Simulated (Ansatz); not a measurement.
# Molecular dynamics of Be

input.yaml

```yaml
crystal:
  lattice:
    - [7.181263, 0.0, 0.0]
    - [-3.590632, 6.219156, 0.0]
    - [0.0, 0.0, 7.484237]
  atoms:
    - { symbol: Be, position: [0.1111111, 0.2222222, 0.125] }
    - { symbol: Be, position: [0.2222222, 0.1111111, 0.375] }
    - { symbol: Be, position: [0.1111111, 0.2222222, 0.625] }
    - { symbol: Be, position: [0.2222222, 0.1111111, 0.875] }
    - { symbol: Be, position: [0.1111111, 0.5555556, 0.125] }
    - { symbol: Be, position: [0.2222222, 0.4444444, 0.375] }
    - { symbol: Be, position: [0.1111111, 0.5555556, 0.625] }
    - { symbol: Be, position: [0.2222222, 0.4444444, 0.875] }
    - { symbol: Be, position: [0.1111111, 0.8888889, 0.125] }
    - { symbol: Be, position: [0.2222222, 0.7777778, 0.375] }
    - { symbol: Be, position: [0.1111111, 0.8888889, 0.625] }
    - { symbol: Be, position: [0.2222222, 0.7777778, 0.875] }
    - { symbol: Be, position: [0.4444444, 0.2222222, 0.125] }
    - { symbol: Be, position: [0.5555556, 0.1111111, 0.375] }
    - { symbol: Be, position: [0.4444444, 0.2222222, 0.625] }
    - { symbol: Be, position: [0.5555556, 0.1111111, 0.875] }
    - { symbol: Be, position: [0.4444444, 0.5555556, 0.125] }
    - { symbol: Be, position: [0.5555556, 0.4444444, 0.375] }
    - { symbol: Be, position: [0.4444444, 0.5555556, 0.625] }
    - { symbol: Be, position: [0.5555556, 0.4444444, 0.875] }
    - { symbol: Be, position: [0.4444444, 0.8888889, 0.125] }
    - { symbol: Be, position: [0.5555556, 0.7777778, 0.375] }
    - { symbol: Be, position: [0.4444444, 0.8888889, 0.625] }
    - { symbol: Be, position: [0.5555556, 0.7777778, 0.875] }
    - { symbol: Be, position: [0.7777778, 0.2222222, 0.125] }
    - { symbol: Be, position: [0.8888889, 0.1111111, 0.375] }
    - { symbol: Be, position: [0.7777778, 0.2222222, 0.625] }
    - { symbol: Be, position: [0.8888889, 0.1111111, 0.875] }
    - { symbol: Be, position: [0.7777778, 0.5555556, 0.125] }
    - { symbol: Be, position: [0.8888889, 0.4444444, 0.375] }
    - { symbol: Be, position: [0.7777778, 0.5555556, 0.625] }
    - { symbol: Be, position: [0.8888889, 0.4444444, 0.875] }
    - { symbol: Be, position: [0.7777778, 0.8888889, 0.125] }
    - { symbol: Be, position: [0.8888889, 0.7777778, 0.375] }
    - { symbol: Be, position: [0.7777778, 0.8888889, 0.625] }
    - { symbol: Be, position: [0.8888889, 0.7777778, 0.875] }
basis:
  ecutwfc: 420.0
kpoints:
  mp_grid: { grid: [2, 2, 2] }
hamiltonian:
  xc: pbesol
scf:
  occupations: { method: fermi_dirac, width: 0.3 }
  lower_state_search: "off"
md:
  timestep: 0.75
  n_steps: 80
  ensemble: nvt_langevin
  temperature: 3500.0
  initial_velocities: maxwell_boltzmann
  seed: 603571
  friction: 0.02
```

Launched with:

```bash
$ ansatz run input.yaml --threads 1 --pin off --max-ram 3072MiB --backend cpu --events-out ev --progress --plain --runs-dir out
```

It starts from a structure without forces on its atoms.

Output, in part (one step line in 2):

```
md step     0: t =     0.00 fs  T =  3402.8 K  F+E_penalty+E_count = -3249.41167100 eV  E_kin = 15.834350 eV  (6 SCF iters)
md step     2: t =     1.50 fs  T =  3368.8 K  F+E_penalty+E_count = -3249.21303610 eV  E_kin = 15.676258 eV  (6 SCF iters)
md step     4: t =     3.00 fs  T =  3328.1 K  F+E_penalty+E_count = -3248.61898491 eV  E_kin = 15.486750 eV  (6 SCF iters)
md step     6: t =     4.50 fs  T =  3054.2 K  F+E_penalty+E_count = -3247.65172409 eV  E_kin = 14.212091 eV  (5 SCF iters)
md step     8: t =     6.00 fs  T =  2889.9 K  F+E_penalty+E_count = -3246.33218096 eV  E_kin = 13.447706 eV  (5 SCF iters)
md step    10: t =     7.50 fs  T =  2673.2 K  F+E_penalty+E_count = -3244.69409776 eV  E_kin = 12.439422 eV  (6 SCF iters)
md step    12: t =     9.00 fs  T =  2297.7 K  F+E_penalty+E_count = -3242.93426077 eV  E_kin = 10.692251 eV  (5 SCF iters)
md step    14: t =    10.50 fs  T =  2097.5 K  F+E_penalty+E_count = -3241.24936688 eV  E_kin = 9.760352 eV  (5 SCF iters)
md step    16: t =    12.00 fs  T =  1748.5 K  F+E_penalty+E_count = -3239.83144902 eV  E_kin = 8.136271 eV  (5 SCF iters)
md step    18: t =    13.50 fs  T =  1674.0 K  F+E_penalty+E_count = -3238.78792316 eV  E_kin = 7.789955 eV  (5 SCF iters)
md step    20: t =    15.00 fs  T =  1567.4 K  F+E_penalty+E_count = -3238.12893135 eV  E_kin = 7.293885 eV  (6 SCF iters)
md step    22: t =    16.50 fs  T =  1555.0 K  F+E_penalty+E_count = -3237.75397168 eV  E_kin = 7.236127 eV  (5 SCF iters)
md step    24: t =    18.00 fs  T =  1563.1 K  F+E_penalty+E_count = -3237.60144509 eV  E_kin = 7.273724 eV  (5 SCF iters)
md step    26: t =    19.50 fs  T =  1750.0 K  F+E_penalty+E_count = -3237.62870142 eV  E_kin = 8.143372 eV  (5 SCF iters)
md step    28: t =    21.00 fs  T =  1954.9 K  F+E_penalty+E_count = -3237.68705662 eV  E_kin = 9.096852 eV  (5 SCF iters)
md step    30: t =    22.50 fs  T =  2026.7 K  F+E_penalty+E_count = -3237.75410562 eV  E_kin = 9.431082 eV  (6 SCF iters)
md step    32: t =    24.00 fs  T =  1783.6 K  F+E_penalty+E_count = -3237.77612000 eV  E_kin = 8.299533 eV  (5 SCF iters)
md step    34: t =    25.50 fs  T =  1967.0 K  F+E_penalty+E_count = -3237.82808897 eV  E_kin = 9.153300 eV  (5 SCF iters)
md step    36: t =    27.00 fs  T =  2012.4 K  F+E_penalty+E_count = -3237.80761077 eV  E_kin = 9.364594 eV  (5 SCF iters)
md step    38: t =    28.50 fs  T =  1839.9 K  F+E_penalty+E_count = -3237.71641832 eV  E_kin = 8.561697 eV  (5 SCF iters)
md step    40: t =    30.00 fs  T =  2043.6 K  F+E_penalty+E_count = -3237.71028385 eV  E_kin = 9.509488 eV  (6 SCF iters)
md step    42: t =    31.50 fs  T =  2214.8 K  F+E_penalty+E_count = -3237.65685405 eV  E_kin = 10.306288 eV  (5 SCF iters)
md step    44: t =    33.00 fs  T =  2147.7 K  F+E_penalty+E_count = -3237.51421533 eV  E_kin = 9.994058 eV  (5 SCF iters)
md step    46: t =    34.50 fs  T =  2134.2 K  F+E_penalty+E_count = -3237.29016180 eV  E_kin = 9.931063 eV  (5 SCF iters)
md step    48: t =    36.00 fs  T =  2320.0 K  F+E_penalty+E_count = -3236.98194559 eV  E_kin = 10.795813 eV  (5 SCF iters)
md step    50: t =    37.50 fs  T =  2305.9 K  F+E_penalty+E_count = -3236.66110742 eV  E_kin = 10.730008 eV  (6 SCF iters)
md step    52: t =    39.00 fs  T =  2316.0 K  F+E_penalty+E_count = -3236.35539423 eV  E_kin = 10.777375 eV  (5 SCF iters)
md step    54: t =    40.50 fs  T =  2429.8 K  F+E_penalty+E_count = -3236.07039505 eV  E_kin = 11.306591 eV  (5 SCF iters)
md step    56: t =    42.00 fs  T =  2625.2 K  F+E_penalty+E_count = -3235.91556782 eV  E_kin = 12.216031 eV  (5 SCF iters)
md step    58: t =    43.50 fs  T =  2814.3 K  F+E_penalty+E_count = -3235.97866350 eV  E_kin = 13.096125 eV  (5 SCF iters)
md step    60: t =    45.00 fs  T =  2783.1 K  F+E_penalty+E_count = -3236.11858052 eV  E_kin = 12.950769 eV  (6 SCF iters)
md step    62: t =    46.50 fs  T =  2955.7 K  F+E_penalty+E_count = -3236.32808345 eV  E_kin = 13.753942 eV  (5 SCF iters)
md step    64: t =    48.00 fs  T =  3024.7 K  F+E_penalty+E_count = -3236.48394600 eV  E_kin = 14.075080 eV  (5 SCF iters)
md step    66: t =    49.50 fs  T =  2883.0 K  F+E_penalty+E_count = -3236.40007327 eV  E_kin = 13.415628 eV  (5 SCF iters)
md step    68: t =    51.00 fs  T =  2517.9 K  F+E_penalty+E_count = -3236.14991534 eV  E_kin = 11.716894 eV  (5 SCF iters)
md step    70: t =    52.50 fs  T =  2592.0 K  F+E_penalty+E_count = -3235.88473908 eV  E_kin = 12.061524 eV  (6 SCF iters)
md step    72: t =    54.00 fs  T =  2454.4 K  F+E_penalty+E_count = -3235.58096951 eV  E_kin = 11.421423 eV  (5 SCF iters)
md step    74: t =    55.50 fs  T =  2466.0 K  F+E_penalty+E_count = -3235.29917134 eV  E_kin = 11.475290 eV  (5 SCF iters)
md step    76: t =    57.00 fs  T =  2489.5 K  F+E_penalty+E_count = -3235.23787152 eV  E_kin = 11.584470 eV  (5 SCF iters)
md step    78: t =    58.50 fs  T =  2446.3 K  F+E_penalty+E_count = -3235.30294136 eV  E_kin = 11.383468 eV  (5 SCF iters)
md step    80: t =    60.00 fs  T =  2262.0 K  F+E_penalty+E_count = -3235.39579851 eV  E_kin = 10.526054 eV  (6 SCF iters)
```

The run went to its last step. The mean temperature of the second half is 29 % below the set value. A run of 0.06 ps of so small a system gives no equilibrium averages. Limits of this set-up: coarse k mesh.

Mean squared displacements from the first frame to the last, about the centre of mass: Be 0.24 Å².

Last frame:

```xyz
36
Lattice="7.1813 0.0000 0.0000 -3.5906 6.2192 0.0000 0.0000 0.0000 7.4842" Properties=species:S:1:pos:R:3
Be -0.133 1.944 0.764
Be 0.875 1.058 2.497
Be -0.105 1.268 4.512
Be 1.385 0.519 6.622
Be -1.017 3.455 1.258
Be -0.282 2.950 3.088
Be -1.521 3.410 5.286
Be 0.722 2.752 6.401
Be -2.608 5.912 1.222
Be -1.797 4.835 3.229
Be -2.263 5.555 4.935
Be -0.822 4.653 6.909
Be 2.119 1.380 0.882
Be 3.386 1.015 2.693
Be 2.136 1.665 4.807
Be 3.401 0.831 6.484
Be 1.367 3.759 1.005
Be 2.181 2.470 2.491
Be 1.397 3.488 4.687
Be 2.735 3.478 6.143
Be -0.367 5.507 1.040
Be 1.632 5.153 2.958
Be -0.053 5.376 4.802
Be 1.233 5.235 6.633
Be 4.151 0.813 0.776
Be 6.035 0.926 2.914
Be 4.713 1.083 4.470
Be 6.208 0.987 6.711
Be 3.553 3.784 0.865
Be 5.067 2.699 3.036
Be 3.970 4.007 4.189
Be 4.537 2.611 6.987
Be 2.426 5.827 1.028
Be 3.601 5.819 2.972
Be 2.544 5.621 4.661
Be 4.007 5.041 6.489
```

The run took 12 min on 1 thread of Arm Neoverse V1, with other jobs on the host, peak memory 0.74 GiB.
